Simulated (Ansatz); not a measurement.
**C4H9F2Ga: basis-set convergence**

The task here is to estimate one member of a computed series from the others.

Computed with Ansatz 0.2.0, Gaussian basis. Level: one geometry, several basis sets.

Levels to be run: PBE0-D4/def2-SVP; ωB97M-V/def2-SVP; PBE0-D4/def2-QZVPP; ωB97M-V/def2-QZVPP; the functionals' def2-TZVPP values are taken from earlier runs.

**The geometry**

The geometry comes from an earlier relaxation with PBE0-D4 in a triple-zeta def2 set; it is a stationary point, not always the lowest conformer.

SMILES `CC(C)[CH2][Ga]([F])[F]`, 16 atoms, charge 0, spin multiplicity 1.

Atoms are counted from 1 here; the program's logs count them from 0.

Bond lengths: C1–C2 1.521 Å, C1–H8 1.092 Å, C1–H9 1.093 Å, C1–H10 1.096 Å, C2–C3 1.521 Å, C2–C4 1.526 Å, C2–H11 1.098 Å, C3–H12 1.093 Å, C3–H13 1.096 Å, C3–H14 1.092 Å, C4–Ga5 1.952 Å, C4–H15 1.095 Å, C4–H16 1.095 Å, Ga5–F6 1.750 Å, Ga5–F7 1.753 Å. Angles: C2–C1–H8 111.1°, C2–C1–H9 111.5°, C2–C1–H10 110.8°, H8–C1–H9 107.8°, H8–C1–H10 107.2°, H9–C1–H10 108.3°, C1–C2–C3 111.1°, C1–C2–C4 111.5°, C1–C2–H11 107.9°, C3–C2–C4 111.5°, C3–C2–H11 107.9°, C4–C2–H11 106.8°, C2–C3–H12 111.5°, C2–C3–H13 110.8°, C2–C3–H14 111.1°, H12–C3–H13 108.2°, H12–C3–H14 107.8°, H13–C3–H14 107.3° and more.

The first run:

File in.yaml:

```yaml
crystal:
  periodic: [false, false, false]
  atoms:
    - {symbol: C, position_ang: [-0.356928, -1.351356, -0.823984]}
    - {symbol: C, position_ang: [0.328867, -0.697607, 0.366088]}
    - {symbol: C, position_ang: [1.625406, -0.020692, -0.051904]}
    - {symbol: C, position_ang: [-0.603298, 0.274939, 1.082153]}
    - {symbol: Ga, position_ang: [-1.195956, 1.775197, -0.017237]}
    - {symbol: F, position_ang: [-2.290944, 3.020984, 0.540099]}
    - {symbol: F, position_ang: [-0.733666, 2.091855, -1.678215]}
    - {symbol: H, position_ang: [0.286785, -2.104343, -1.284387]}
    - {symbol: H, position_ang: [-1.287943, -1.842891, -0.529314]}
    - {symbol: H, position_ang: [-0.590069, -0.608065, -1.594826]}
    - {symbol: H, position_ang: [0.577957, -1.487346, 1.087473]}
    - {symbol: H, position_ang: [2.126574, 0.445171, 0.800734]}
    - {symbol: H, position_ang: [1.435210, 0.753883, -0.803305]}
    - {symbol: H, position_ang: [2.318920, -0.739124, -0.494896]}
    - {symbol: H, position_ang: [-1.512389, -0.222531, 1.434977]}
    - {symbol: H, position_ang: [-0.128516, 0.711926, 1.966544]}
basis:
  gaussian: {orbitals: def2-SVP}
hamiltonian: {xc: pbe0, dispersion: d4}
output: {orbitals: {seedname: orbitals}}
```

On the command line:

```bash
> ansatz run in.yaml --threads 8 --pin off --events-out ev --progress --plain --max-ram 20889MiB
```

Among the steps run: PBE0-D4 in def2-SVP; ωB97M-V in def2-SVP; PBE0-D4 in def2-QZVPP; ωB97M-V in def2-QZVPP.

One of the session's tables, all rows but one given; the rest of the session is left out.

It belongs to the step «Functionals by basis». 

| functional | basis | HOMO (eV) |
| --- | --- | --- |
| PBE0-D4 | def2-SVP | -8.69 |
| PBE0-D4 | def2-TZVPP | -8.74 |
| PBE0-D4 | def2-QZVPP | ? |
| ωB97M-V | def2-SVP | -10.91 |
| ωB97M-V | def2-TZVPP | -10.97 |
| ωB97M-V | def2-QZVPP | -11.00 |

Estimate the missing values for PBE0-D4, def2-QZVPP.

**Answer.** HOMO (eV): -8.76. In the column «HOMO (eV)» it lies between ωB97M-V, def2-SVP (-10.91) and PBE0-D4, def2-TZVPP (-8.74).
